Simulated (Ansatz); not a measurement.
What does this script print? It uses Ansatz 0.2.0 through its Python package.

The script, `defect_rh.py`:
```python
# -*- coding: utf-8 -*-
"""Point defect (interstitial) in Rh."""

import warnings

import ansatz as az
import numpy as np

MESH = (2, 3, 3)
FILLING = "fermi_dirac"
SMEARING_WIDTH = 0.05

warnings.simplefilter("ignore", az.DeckWarning)

xtal = (
    az.Lattice.of((0.0, 1.89785, 1.89785), (1.89785, 0.0, 1.89785), (1.89785, 1.89785, 0.0))
    .atom("Rh", (0.0, 0.0, 0.0))
)
host = xtal.supercell(3, 2, 2)
defective = host.interstitial("Li", at=(0.5, 0.5, 0.5))

def with_settings(structure):
    return (
        structure.calculation()
        .functional(az.Functional.PBE)
        .pseudopotentials("paw")
        .kpoints(*MESH)  # the mesh must be finer for metals
        .occupations(FILLING, width=SMEARING_WIDTH)  # fractional filling near the Fermi level
        .band_table()  # levels at the mesh points
    )


perfect = with_settings(host).run(threads=1, pin="off").report
model = with_settings(defective).forces()
res = model.run(threads=1, pin="off")
summary = res.report

n_host, n_defect = len(perfect["lattice"]["sites"]), len(summary["lattice"]["sites"])
print(f"perfect cell: {n_host} atoms, F = {perfect['free_energy_ev']:.4f} eV")
print(f"defect cell:  {n_defect} atoms, F = {summary['free_energy_ev']:.4f} eV")
# chemical potentials are still to be added to this difference
print(f"difference {summary['free_energy_ev'] - perfect['free_energy_ev']:.4f} eV (no chemical potentials)")

for site in res.lattice.sites:
    print(f"{site.symbol:2s}", " ".join(f"{v:8.4f}" for v in site.position_ang))

for label, run in (("perfect", perfect), ("defect", summary)):
    levels, filled = np.array(run["eigenvalues_ev"][0]), np.array(run["occupations"][0])
    top = int(np.argmin(np.abs(levels - run["fermi_energy_ev"])))
    window = slice(max(top - 3, 0), top + 4)
    print(label, "levels near E_F at the first k-point:", ", ".join(f"{e - run['fermi_energy_ev']:.2f} ({f:.2f})" for e, f in zip(levels[window], filled[window])))
```

```console
$ python defect_rh.py
perfect cell: 12 atoms, F = -76833.6444 eV
defect cell:  13 atoms, F = -77032.9103 eV
difference -199.2659 eV (no chemical potentials)
Rh   0.0000   0.0000   0.0000
Rh   1.8979   1.8979   0.0000
Rh   1.8979   0.0000   1.8979
Rh   3.7957   1.8979   1.8979
Rh   0.0000   1.8979   1.8979
Rh   1.8979   3.7957   1.8979
Rh   1.8979   1.8979   3.7957
Rh   3.7957   3.7957   3.7957
Rh   0.0000   3.7957   3.7957
Rh   1.8979   5.6936   3.7957
Rh   1.8979   3.7957   5.6936
Rh   3.7957   5.6936   5.6936
Li   1.8979   1.8979   1.8979
perfect levels near E_F at the first k-point: -0.07 (1.60), -0.07 (1.60), -0.07 (1.60), -0.07 (1.60), 0.71 (0.00), 0.75 (0.00), 0.75 (0.00)
defect levels near E_F at the first k-point: -0.14 (1.89), -0.13 (1.86), -0.11 (1.79), -0.10 (1.77), 0.64 (0.00), 0.66 (0.00), 0.68 (0.00)
```

What to keep in mind:
- Absolute energies stand on the zero of these potentials, so only differences at equal settings mean something. A total without «per atom» is that of the whole cell that was run.
- For a metal this mesh is far too coarse, so the numbers only illustrate the procedure.
- Of the deposited cell: the entry's cell lengths or inner coordinates differ somewhat from later room-temperature determinations.
- The atoms stand at ideal sites; relaxing them can change energy and levels by an eV or more.
- The difference holds no chemical potentials.
- Errors of mesh and smearing per atom add up over the supercell, so the energy can be off by tenths of an eV.
- Each cell's levels count from its own Fermi level and aren't aligned; one k-point can hide that the defect cell is metallic.
- Gaps and levels are Kohn-Sham values on a finite set of k-points, without spin-orbit coupling.
- The supercell is small, so the defect meets its images and the energies aren't those of an isolated defect; a partly filled defect level may also lower its energy by spin or distortion. For a charged cell the difference holds no correction, alignment or term for the electrons' reservoir.
- The whole script took 18 s on 1 thread of Arm Neoverse V1 (shared host), peak memory 0.57 GiB.
